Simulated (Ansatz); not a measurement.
# Ga10P11 wurtzite ring sphere (Ga10P11H28+): single points with varied inputs

Aim: run Ga10P11 wurtzite ring sphere (Ga10P11H28+) under a spread of inputs, and see what each costs and gives.

Method: the settings change from run to run; program: Ansatz 0.2.0, Gaussian basis.

## (1) The relaxed structure

The structure was relaxed beforehand with PBE-D4/def2-SVP.

49 atoms, charge 1, spin multiplicity 1.

Atoms are counted from 1 here; the program's logs count them from 0.

Bond lengths: P1–Ga2 2.493 Å, P1–Ga6 2.388 Å, P1–H22 1.430 Å, P1–H23 1.430 Å, Ga2–P8 2.401 Å, Ga2–H24 1.574 Å, Ga2–H25 1.574 Å, P3–Ga4 2.490 Å, P3–Ga7 2.368 Å, P3–H26 1.429 Å, P3–H27 1.429 Å, Ga4–P9 2.427 Å, Ga4–H28 1.570 Å, Ga4–H29 1.572 Å, P5–Ga6 2.405 Å, P5–Ga7 2.423 Å, P5–H30 1.430 Å, P5–H31 1.427 Å and more. Angles: Ga2–P1–Ga6 123.5°, Ga2–P1–H22 111.8°, Ga2–P1–H23 111.8°, Ga6–P1–H22 104.2°, Ga6–P1–H23 104.2°, H22–P1–H23 98.0°, P1–Ga2–P8 101.1°, P1–Ga2–H24 103.2°, P1–Ga2–H25 103.2°, P8–Ga2–H24 109.3°, P8–Ga2–H25 109.3°, H24–Ga2–H25 127.3°, Ga4–P3–Ga7 115.7°, Ga4–P3–H26 113.5°, Ga4–P3–H27 113.3°, Ga7–P3–H26 105.4°, Ga7–P3–H27 107.9°, H26–P3–H27 99.5° and more.

## (2) r2SCAN0/cc-pVDZ

This run has density fitting with def2-universal-jkfit, D3(BJ) dispersion, the search for lower states set to full.

The input, in.yaml:

```yaml
crystal:
  periodic: [false, false, false]
  atoms:
    - {symbol: P, position_ang: [-2.674267, -1.537955, -3.336953]}
    - {symbol: Ga, position_ang: [-2.938685, -1.694476, -0.862563]}
    - {symbol: P, position_ang: [0.880665, -3.829763, -0.006852]}
    - {symbol: Ga, position_ang: [1.003710, -4.058236, 2.469772]}
    - {symbol: P, position_ang: [0.986799, -1.577945, -3.264924]}
    - {symbol: Ga, position_ang: [-0.821542, -0.470293, -4.399293]}
    - {symbol: Ga, position_ang: [0.986561, -1.616018, -0.842150]}
    - {symbol: P, position_ang: [-0.962617, -0.555348, -0.112961]}
    - {symbol: P, position_ang: [1.015260, -1.676304, 2.935819]}
    - {symbol: Ga, position_ang: [-1.012071, -0.586255, 2.306332]}
    - {symbol: P, position_ang: [-0.872897, 1.648370, -3.262600]}
    - {symbol: Ga, position_ang: [-0.905280, 1.663802, -0.839787]}
    - {symbol: P, position_ang: [-2.874189, 2.679785, -0.002743]}
    - {symbol: P, position_ang: [-0.941858, 1.713723, 2.938324]}
    - {symbol: Ga, position_ang: [-3.012497, 2.892064, 2.474481]}
    - {symbol: P, position_ang: [2.880650, -0.452937, -0.103864]}
    - {symbol: Ga, position_ang: [3.055208, -0.661011, 2.287005]}
    - {symbol: Ga, position_ang: [2.900991, 1.674613, -1.268352]}
    - {symbol: P, position_ang: [1.049850, 2.720661, -0.101095]}
    - {symbol: P, position_ang: [2.840196, 1.636815, 2.981112]}
    - {symbol: Ga, position_ang: [0.957429, 2.973056, 2.290082]}
    - {symbol: H, position_ang: [-2.744543, -2.822753, -3.961399]}
    - {symbol: H, position_ang: [-3.820879, -0.950520, -3.958076]}
    - {symbol: H, position_ang: [-2.787636, -3.236445, -0.582892]}
    - {symbol: H, position_ang: [-4.197840, -0.793067, -0.578602]}
    - {symbol: H, position_ang: [-0.305305, -4.392470, -0.571715]}
    - {symbol: H, position_ang: [1.862832, -4.605821, -0.696576]}
    - {symbol: H, position_ang: [-0.388211, -4.662903, 2.873109]}
    - {symbol: H, position_ang: [2.443716, -4.645428, 2.699538]}
    - {symbol: H, position_ang: [1.017462, -2.914701, -3.771862]}
    - {symbol: H, position_ang: [2.236846, -1.102758, -3.763840]}
    - {symbol: H, position_ang: [-0.719577, -0.410618, -5.959259]}
    - {symbol: H, position_ang: [1.026376, -1.608108, 4.366996]}
    - {symbol: H, position_ang: [-2.303314, -1.332346, 2.813109]}
    - {symbol: H, position_ang: [-2.014332, 2.345691, -3.768276]}
    - {symbol: H, position_ang: [0.164843, 2.492411, -3.760610]}
    - {symbol: H, position_ang: [-3.955649, 1.938224, -0.570852]}
    - {symbol: H, position_ang: [-3.051922, 3.921062, -0.688546]}
    - {symbol: H, position_ang: [-0.876683, 1.687955, 4.369452]}
    - {symbol: H, position_ang: [-4.229889, 1.983987, 2.873522]}
    - {symbol: H, position_ang: [-2.805541, 4.432427, 2.710075]}
    - {symbol: H, position_ang: [3.982347, -1.204960, -0.624978]}
    - {symbol: H, position_ang: [4.393110, -1.332013, 2.756850]}
    - {symbol: H, position_ang: [2.332766, 1.348215, -2.722470]}
    - {symbol: H, position_ang: [4.238940, 2.446171, -0.984299]}
    - {symbol: H, position_ang: [0.949760, 4.051437, -0.620566]}
    - {symbol: H, position_ang: [2.915582, 1.678949, 4.407897]}
    - {symbol: H, position_ang: [4.049489, 2.335400, 2.673792]}
    - {symbol: H, position_ang: [1.045825, 4.466628, 2.761700]}
basis:
  gaussian: {orbitals: cc-pVDZ, fitting: {mean_field: def2-universal-jkfit}}
total_charge: 1
hamiltonian: {xc: {name: r2SCAN0}, dispersion: d3bj}
scf: {lower_state_search: full}
```

Run with:

```
> ansatz run in.yaml --threads 4 --pin off --events-out ev --progress --plain --max-ram 46080MiB --backend cuda --devices 0, --max-vram 37GiB
```

What it wrote:

```text
Warning: the engine holds no damping parameters fitted to this dispersion correction and functional, so the run takes those fitted to r2scan0 beside the three-body term, which d3bj leaves out (hamiltonian.dispersion, under Limitations)
Functional definition: r2SCAN0
  name "r2SCAN0"
  cite "Bursch, Neugebauer, Ehlert & Grimme, J. Chem. Phys. 156, 134105 (2022) doi:10.1063/5.0086040"
  cite "Furness, Kaplan, Ning, Perdew & Sun, J. Phys. Chem. Lett. 11, 8208 (2020) doi:10.1021/acs.jpclett.0c02405"
  cite "Furness, Kaplan, Ning, Perdew & Sun, J. Phys. Chem. Lett. 11, 9248 (2020) doi:10.1021/acs.jpclett.0c03077"
  parent r2scan
  parameter a = 0.25
  parameter k0 = 0.174
  parameter k1 = 0.065
  parameter a1 = 4.9479
  exchange = (1 - a)*r2scan_x(k0 = k0, k1 = k1, a1 = a1) + a*exact_x
  correlation = r2scan_c
4572 factors; integrals over basis functions are off by at most 3.3e-1 eV
mean field evaluation 1: about -626389.6260 eV, gradient 3.7e1 eV
mean field evaluation 2: about -626389.6227 eV, gradient 3.7e1 eV
mean field evaluation 4: about -626393.4327 eV, gradient 1.2e1 eV
mean field evaluation 8: about -626393.9519 eV, gradient 7.6e-1 eV
mean field evaluation 16: about -626393.9538 eV, gradient 1.5e-4 eV
mean field -626393.95383229 eV, -23019.5532182652 hartree, gradient 3.9e-5 eV, S^2 0.000000; 0 other end points of the search recorded, 0 dependent functions left out
reference -626393.95385926 eV, -23019.5532192564 hartree; 251, 251 occupied and 357, 357 virtual orbitals, 4572 factors
Total energy: -626395.52755409 eV, -23019.6110514747 hartree
```

Wall time 6.5 s (1 × H100 (card shared with other runs) with 4 threads of AMD EPYC 7R13, shared host); peak host memory 1.3 GiB.

## (3) r2SCAN/def2-mTZVP

This run has density fitting with def2-universal-jkfit, a point charge of -1.00 e beside it.

in.yaml, as its differences from that of step 2:

```diff
@@ -53,5 +53,5 @@
 basis:
-  gaussian: {orbitals: cc-pVDZ, fitting: {mean_field: def2-universal-jkfit}}
+  gaussian: {orbitals: def2-mTZVP, fitting: {mean_field: def2-universal-jkfit}, point_charges: [{charge: -1.00, position_ang: [7.576, -0.370, 0.659]}]}
 total_charge: 1
-hamiltonian: {xc: {name: r2SCAN0}, dispersion: d3bj}
-scf: {lower_state_search: full}
+hamiltonian: {xc: {name: r2SCAN}}
+scf: {omitted_lower_state_checks: [starts]}
```

Same command.

What it wrote, shortened:

```text
Functional definition: r2SCAN
  name "r2SCAN"
  cite "Furness, Kaplan, Ning, Perdew & Sun, J. Phys. Chem. Lett. 11, 8208 (2020) doi:10.1021/acs.jpclett.0c02405"
  cite "Furness, Kaplan, Ning, Perdew & Sun, J. Phys. Chem. Lett. 11, 9248 (2020) doi:10.1021/acs.jpclett.0c03077"
  parent r2scan
[...]
4572 factors; integrals over basis functions are off by at most 6.0e-1 eV
[...]
mean field -626413.50132365 eV, -23020.2715753228 hartree, gradient 3.8e-5 eV, S^2 0.000000; 0 other end points of the search recorded, 0 dependent functions left out
reference -626413.50135847 eV, -23020.2715766024 hartree; 251, 251 occupied and 435, 435 virtual orbitals, 4572 factors
Total energy: -626413.50135847 eV, -23020.2715766024 hartree
Checks for a lower state left out: starts
```

Wall time 5.5 s (1 × H100 (card shared with other runs) with 4 threads of AMD EPYC 7R13, shared host); peak host memory 1.3 GiB.

## (4) PBE0/cc-pVDZ

Set apart from the defaults: atoms shaken by 0.08 Å, density fitting with def2-universal-jkfit, D3(BJ) with three-body dispersion, the search for lower states set to off.

The input, in.yaml:

```yaml
crystal:
  periodic: [false, false, false]
  atoms:
    - {symbol: P, position_ang: [-2.588401, -1.496298, -3.353584]}
    - {symbol: Ga, position_ang: [-2.908885, -1.806955, -0.839002]}
    - {symbol: P, position_ang: [0.784239, -3.776005, -0.167421]}
    - {symbol: Ga, position_ang: [0.961074, -4.054774, 2.477926]}
    - {symbol: P, position_ang: [0.958434, -1.606627, -3.352298]}
    - {symbol: Ga, position_ang: [-0.773196, -0.602457, -4.354928]}
    - {symbol: Ga, position_ang: [1.039279, -1.747744, -0.980134]}
    - {symbol: P, position_ang: [-1.049690, -0.528092, -0.243097]}
    - {symbol: P, position_ang: [0.900388, -1.739141, 2.829887]}
    - {symbol: Ga, position_ang: [-0.976204, -0.595188, 2.204900]}
    - {symbol: P, position_ang: [-0.959766, 1.639274, -3.380616]}
    - {symbol: Ga, position_ang: [-0.886591, 1.898551, -0.939760]}
    - {symbol: P, position_ang: [-3.049680, 2.629485, -0.030214]}
    - {symbol: P, position_ang: [-0.837427, 1.794201, 2.936511]}
    - {symbol: Ga, position_ang: [-3.090878, 2.772622, 2.431364]}
    - {symbol: P, position_ang: [2.976273, -0.281218, -0.132440]}
    - {symbol: Ga, position_ang: [3.122583, -0.694720, 2.378680]}
    - {symbol: Ga, position_ang: [2.901074, 1.656102, -1.168568]}
    - {symbol: P, position_ang: [1.039360, 2.723813, -0.078873]}
    - {symbol: P, position_ang: [2.809608, 1.695961, 2.986255]}
    - {symbol: Ga, position_ang: [0.868301, 2.875024, 2.346056]}
    - {symbol: H, position_ang: [-2.702529, -2.896769, -3.857196]}
    - {symbol: H, position_ang: [-3.695477, -1.153836, -3.942480]}
    - {symbol: H, position_ang: [-2.905047, -3.250044, -0.703070]}
    - {symbol: H, position_ang: [-4.130913, -0.725019, -0.454091]}
    - {symbol: H, position_ang: [-0.252800, -4.461596, -0.617049]}
    - {symbol: H, position_ang: [1.801855, -4.660435, -0.736099]}
    - {symbol: H, position_ang: [-0.296885, -4.622693, 2.824381]}
    - {symbol: H, position_ang: [2.514903, -4.710877, 2.865818]}
    - {symbol: H, position_ang: [1.004504, -2.885380, -3.799056]}
    - {symbol: H, position_ang: [2.271764, -1.145621, -3.862707]}
    - {symbol: H, position_ang: [-0.763277, -0.451409, -6.047202]}
    - {symbol: H, position_ang: [1.018269, -1.604741, 4.268992]}
    - {symbol: H, position_ang: [-2.400544, -1.306853, 2.721793]}
    - {symbol: H, position_ang: [-1.954913, 2.452364, -3.624130]}
    - {symbol: H, position_ang: [0.328521, 2.524756, -3.991292]}
    - {symbol: H, position_ang: [-3.981084, 1.790539, -0.645079]}
    - {symbol: H, position_ang: [-2.936262, 3.958941, -0.595852]}
    - {symbol: H, position_ang: [-0.965937, 1.616709, 4.418021]}
    - {symbol: H, position_ang: [-4.123751, 2.051998, 2.911940]}
    - {symbol: H, position_ang: [-2.911931, 4.320251, 2.827366]}
    - {symbol: H, position_ang: [3.983666, -1.103549, -0.515361]}
    - {symbol: H, position_ang: [4.383750, -1.250199, 2.710567]}
    - {symbol: H, position_ang: [2.231271, 1.400396, -2.743674]}
    - {symbol: H, position_ang: [4.212312, 2.250930, -0.919170]}
    - {symbol: H, position_ang: [1.071627, 3.997895, -0.563506]}
    - {symbol: H, position_ang: [2.888460, 1.605219, 4.459378]}
    - {symbol: H, position_ang: [4.109690, 2.290802, 2.756231]}
    - {symbol: H, position_ang: [0.951622, 4.545617, 2.811668]}
basis:
  gaussian: {orbitals: cc-pVDZ, fitting: {mean_field: def2-universal-jkfit}}
total_charge: 1
hamiltonian: {xc: {name: PBE0}, dispersion: d3bjatm}
scf: {lower_state_search: off}
output: {forces: true}
```

Same command.

What it wrote, shortened:

```text
Functional definition: PBE0
  name "PBE0"
  cite "Adamo & Barone, J. Chem. Phys. 110, 6158 (1999) doi:10.1063/1.478522"
  cite "Perdew, Burke & Ernzerhof, Phys. Rev. Lett. 77, 3865 (1996) doi:10.1103/PhysRevLett.77.3865"
  parent pbe
[...]
4572 factors; integrals over basis functions are off by at most 3.9e-1 eV
[...]
mean field -626298.90993574 eV, -23016.0604194899 hartree, gradient 9.7e-6 eV, S^2 0.000000; 0 other end points of the search recorded, 0 dependent functions left out
[...]
reference -626298.91001847 eV, -23016.0604225304 hartree; 251, 251 occupied and 357, 357 virtual orbitals, 4572 factors
Total energy: -626302.27105146 eV, -23016.1839382146 hartree
Atom 0 at    -2.588401    -1.496298    -3.353584 Å, force     1.392760    -3.334126     2.061763 eV/Å
Atom 1 at    -2.908885    -1.806955    -0.839002 Å, force    -1.085937     3.167981    -0.211156 eV/Å
[...]
Atom 41 at     3.983666    -1.103549    -0.515361 Å, force     1.520835    -0.734448    -0.770616 eV/Å
Atom 42 at     4.383750    -1.250199     2.710567 Å, force     2.345524    -1.162913     0.762106 eV/Å
Atom 43 at     2.231271     1.400396    -2.743674 Å, force     0.565184     0.206396     1.142492 eV/Å
Atom 44 at     4.212312     2.250930    -0.919170 Å, force     1.537798     1.134061     0.192887 eV/Å
Atom 45 at     1.071627     3.997895    -0.563506 Å, force     0.016421     1.476320    -0.417863 eV/Å
Atom 46 at     2.888460     1.605219     4.459378 Å, force    -0.156367     0.281820    -0.993553 eV/Å
Atom 47 at     4.109690     2.290802     2.756231 Å, force    -0.586170    -0.011627    -0.005400 eV/Å
Atom 48 at     0.951622     4.545617     2.811668 Å, force     0.017978    -1.618080    -0.502083 eV/Å
Dipole moment:     0.249604    -0.215332    -1.439662 e Å
Checks for a lower state left out: stability, starts, cluster_reference, orbital_swaps, neighbouring_geometries, increment
```

Run time: 7.5 s. Hardware: 1 × H100 (card shared with other runs) with 4 threads of AMD EPYC 7R13, shared host; peak host memory 4.3 GiB.

Largest force 5.386 eV/Å.

## (5) All runs side by side

| level | charge | multiplicity | geometry | functions | energy (eV) | time |
| --- | --- | --- | --- | --- | --- | --- |
| r2SCAN0/cc-pVDZ | 1 | 1 | relaxed | 608 | -626395.528 | 6.5 s |
| r2SCAN/def2-mTZVP | 1 | 1 | relaxed, point charge | 686 | -626413.501 | 5.5 s |
| PBE0/cc-pVDZ | 1 | 1 | shaken | 608 | -626302.271 | 7.5 s |

## (6) What came out

| quantity | value |
| --- | --- |
| runs | 3 |
| quickest | r2SCAN/def2-mTZVP, 5.5 s |
| slowest | PBE0/cc-pVDZ, 7.5 s |

**Reading.** The runs differ in state or geometry as well as level, so their energies can't be set against each other. The times lie within a factor of two.
